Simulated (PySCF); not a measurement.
# MP2/cc-pV(D+d)Z run of GaH3 (SMILES [GaH3])

What is the vertical ionisation energy of GaH3 at MP2/cc-pV(D+d)Z? The job is set up through a Python script.

The calculation is run with PySCF 2.14.0.

## 1. The system as given

The species is GaH3 (4 atoms), meant as a singlet with charge 0. As SMILES, `[GaH3]`. Geometry: relaxed at PBE0-D4/def2-TZVP.

Bond lengths: Ga1–H2 1.568 Å, Ga1–H3 1.568 Å, Ga1–H4 1.568 Å. Angles: H2–Ga1–H3 120.0°, H2–Ga1–H4 120.0°, H3–Ga1–H4 120.0°.

## 2. A single-point energy at MP2/cc-pV(D+d)Z

The input, start.xyz:

```xyz
4

Ga     0.013400    -0.014900    -0.004600
H      1.252400     0.343800     0.887700
H     -0.552100    -1.477800    -0.009700
H     -0.658400     1.088700    -0.893700
```

The input, input.py:

```python
from pyscf import gto, mp

mol = gto.M(
    atom='start.xyz',
    max_memory=1860,
    verbose=3,
    charge=0,
    basis='cc-pv(d+d)z',
)

mf = mol.RHF()
mf.conv_tol = 1e-10
mf.kernel()
if not mf.converged:
    mf = mf.newton().run(mf.mo_coeff, mf.mo_occ)

pt = mp.MP2(mf, frozen=9).run()
e_tot = pt.e_tot
print(f'total energy: {e_tot:.8f} hartree')
```

Launch:

```
$ OMP_NUM_THREADS=1 python input.py
```

The program printed:

```text
converged SCF energy = -1924.92827592094
E(RMP2) = -1925.02479968772  E_corr = -0.0965237667746556
E(SCS-RMP2) = -1925.03302375119  E_corr = -0.104747830246206
total energy: -1925.02479969 hartree
```

Wall time 0.74 s (1 thread of Arm Neoverse V2, shared host); peak memory 0.13 GiB.

## 3. The doublet cation

The input, calc.py:

```python
from pyscf import gto, mp

system = gto.M(
    atom=[
    ('Ga', (0.013400, -0.014900, -0.004600)),
    ('H', (1.252400, 0.343800, 0.887700)),
    ('H', (-0.552100, -1.477800, -0.009700)),
    ('H', (-0.658400, 1.088700, -0.893700)),
],
    basis='cc-pv(d+d)z',
    verbose=3,
    max_memory=1860,
    charge=1,
    spin=1,
)

myscf = system.UHF()
myscf.conv_tol = 1e-10
myscf.kernel()
if not myscf.converged:
    myscf = myscf.newton().run(myscf.mo_coeff, myscf.mo_occ)

pt = mp.MP2(myscf, frozen=9).run()
e_final = pt.e_tot
print('Final energy', e_final)
```

Launch:

```
$ OMP_NUM_THREADS=1 python calc.py
```

The program printed:

```text
converged SCF energy = -1924.53803154018  <S^2> = 0.77666303  2S+1 = 2.0264876
E(UMP2) = -1924.6131121072  E_corr = -0.075080567021263
E(SCS-UMP2) = -1924.61903679355  E_corr = -0.081005253370655
Final energy -1924.6131121071965
```

Run time: 0.84 s. Hardware: 1 thread of Arm Neoverse V2, shared host; peak memory 0.13 GiB.

## 4. What came out

At MP2/cc-pV(D+d)Z, 9 core orbitals frozen:

| quantity | value |
| --- | --- |
| singlet GaH3: total energy | -1925.02480 Eh |
| singlet GaH3: dipole moment (Hartree–Fock density) | 0.00 D |
| singlet GaH3: HOMO energy (Hartree–Fock orbitals) | -11.62 eV |
| singlet GaH3: LUMO energy (Hartree–Fock orbitals) | 0.94 eV |
| singlet GaH3: HOMO–LUMO gap (Hartree–Fock orbitals) | 12.56 eV |
| singlet GaH3: correlation energy (9 core orbitals frozen) | -96.5 mEh |
| doublet cation: total energy | -1924.61311 Eh |
| doublet cation: HOMO energy (Hartree–Fock orbitals) (highest over α and β) | -17.64 eV |
| doublet cation: LUMO energy (Hartree–Fock orbitals) (lowest over α and β) | -9.73 eV |
| doublet cation: correlation energy (9 core orbitals frozen) | -75.1 mEh |
| doublet cation: ⟨S²⟩ of the reference determinant | 0.777 |
| vertical ionisation energy (to the doublet cation) | 11.203 eV |

**Reading.** The vertical ionisation energy comes to 11.20 eV (258 kcal/mol). Mulliken charges (singlet GaH3) of the mean-field density run from -0.16 on H2 to +0.47 on Ga1; they depend strongly on the basis. Mulliken charges (doublet cation) of the mean-field density run from +0.04 on H3 to +0.69 on Ga1; they depend strongly on the basis.
